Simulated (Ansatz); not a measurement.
**C3H9AlO: up Jacob's ladder to CCSD(T)**

One table from this session's results is given with a row withheld; the runs are named, their logs left out.

Program: Ansatz 0.2.0, Gaussian basis. Level of theory: functionals in def2-TZVPP, the program's frozen cores in correlated methods. These are calculated values, not measurements.

Plan: LDA (SPW92), PBE-D4, revPBE-D4, BLYP-D4, r2SCAN-D4, B97M-V, PBE0-D4, B3LYP-D4, r2SCANh-D4, r2SCAN0-D4, HSE06-D4, BHLYP-D4, CAM-B3LYP-D4, LC-ωPBE, ωB97X-V, ωB97M-V, B2PLYP, PBE-QIDH; CCSD(T)/def2-SVP; CCSD(T)/def2-TZVPP; MP2/def2-QZVPP; extrapolation to the limit; RPA on PBE.

### Structure used throughout

The geometry comes from an earlier relaxation with PBE0-D4 in a triple-zeta def2 set; it is a stationary point, not always the lowest conformer.

SMILES `CC(C)=[O+][AlH3-]`, 14 atoms, charge 0, spin multiplicity 1.

Atoms are counted from 1 here; the program's logs count them from 0.

Bond lengths: C1–C2 1.485 Å, C1–H6 1.095 Å, C1–H7 1.094 Å, C1–H8 1.088 Å, C2–C3 1.483 Å, C2–O4 1.230 Å, C3–H9 1.088 Å, C3–H10 1.096 Å, C3–H11 1.096 Å, O4–Al5 1.955 Å, Al5–H12 1.610 Å, Al5–H13 1.610 Å, Al5–H14 1.592 Å. Angles: C2–C1–H6 109.1°, C2–C1–H7 109.3°, C2–C1–H8 111.2°, H6–C1–H7 106.4°, H6–C1–H8 110.3°, H7–C1–H8 110.5°, C1–C2–C3 119.7°, C1–C2–O4 119.4°, C3–C2–O4 121.0°, C2–C3–H9 112.9°, C2–C3–H10 108.3°, C2–C3–H11 108.3°, H9–C3–H10 110.8°, H9–C3–H11 110.8°, H10–C3–H11 105.3°, C2–O4–Al5 127.8°, O4–Al5–H12 99.0°, O4–Al5–H13 99.0° and more.

The first run:

The input, in.yaml:

```yaml
crystal:
  periodic: [false, false, false]
  atoms:
    - {symbol: C, position_ang: [-1.639669, 1.002600, 0.764010]}
    - {symbol: C, position_ang: [-0.454168, 0.282369, 0.233803]}
    - {symbol: C, position_ang: [0.745967, 0.114925, 1.089253]}
    - {symbol: O, position_ang: [-0.482685, -0.165699, -0.911092]}
    - {symbol: Al, position_ang: [0.926357, -1.141777, -1.851856]}
    - {symbol: H, position_ang: [-1.344650, 2.017521, 1.048418]}
    - {symbol: H, position_ang: [-1.980700, 0.512393, 1.680893]}
    - {symbol: H, position_ang: [-2.440791, 1.034037, 0.029135]}
    - {symbol: H, position_ang: [0.630635, 0.564423, 2.073189]}
    - {symbol: H, position_ang: [1.606548, 0.543450, 0.563436]}
    - {symbol: H, position_ang: [0.961667, -0.956092, 1.173844]}
    - {symbol: H, position_ang: [1.101854, -2.375174, -0.832507]}
    - {symbol: H, position_ang: [2.097915, -0.041397, -1.761444]}
    - {symbol: H, position_ang: [0.258824, -1.420880, -3.270284]}
basis:
  gaussian: {orbitals: def2-TZVPP}
hamiltonian: {xc: lda}
output: {orbitals: {seedname: orbitals}}
```

Steps of the session up to this table: LDA; PBE-D4 (GGA); revPBE-D4 (GGA); BLYP-D4 (GGA); r2SCAN-D4 (meta-GGA); B97M-V (meta-GGA); PBE0-D4 (hybrid); B3LYP-D4 (hybrid); r2SCANh-D4 (hybrid); r2SCAN0-D4 (hybrid); HSE06-D4 (hybrid); BHLYP-D4 (hybrid); CAM-B3LYP-D4 (range-separated); LC-ωPBE-D4 (range-separated; the results give it without D4); ωB97X-V (range-separated); ωB97M-V (range-separated); B2PLYP (double hybrid); PBE-QIDH (double hybrid).

One of the session's tables, all rows but one given; the rest of the session is left out.

It belongs to the step «Orbital energies across the functionals». 

| functional | HOMO (eV) | LUMO (eV) | gap (eV) |
| --- | --- | --- | --- |
| LDA (SPW92) | -6.06 | -3.28 | 2.78 |
| PBE-D4 | -6.01 | -3.10 | 2.90 |
| revPBE-D4 | ? | ? | ? |
| BLYP-D4 | -5.91 | -2.99 | 2.91 |
| r2SCAN-D4 | -6.28 | -2.91 | 3.37 |
| B97M-V | -6.40 | -2.85 | 3.55 |
| PBE0-D4 | -7.24 | -2.05 | 5.19 |
| B3LYP-D4 | -7.05 | -2.31 | 4.74 |
| r2SCANh-D4 | -6.74 | -2.52 | 4.22 |
| r2SCAN0-D4 | -7.42 | -1.93 | 5.49 |
| HSE06-D4 | -6.83 | -2.43 | 4.40 |
| BHLYP-D4 | -8.42 | -0.82 | 7.60 |
| CAM-B3LYP-D4 | -8.64 | -0.85 | 7.79 |
| LC-ωPBE | -10.04 | 0.35 | 10.39 |
| ωB97X-V | -9.68 | 0.28 | 9.97 |
| ωB97M-V | -9.47 | 0.20 | 9.66 |

Estimate the missing values for revPBE-D4.

**Answer.** HOMO (eV): -5.97; LUMO (eV): -3.03; gap (eV): 2.94. In the column «HOMO (eV)» it lies between PBE-D4 (-6.01) and BLYP-D4 (-5.91).
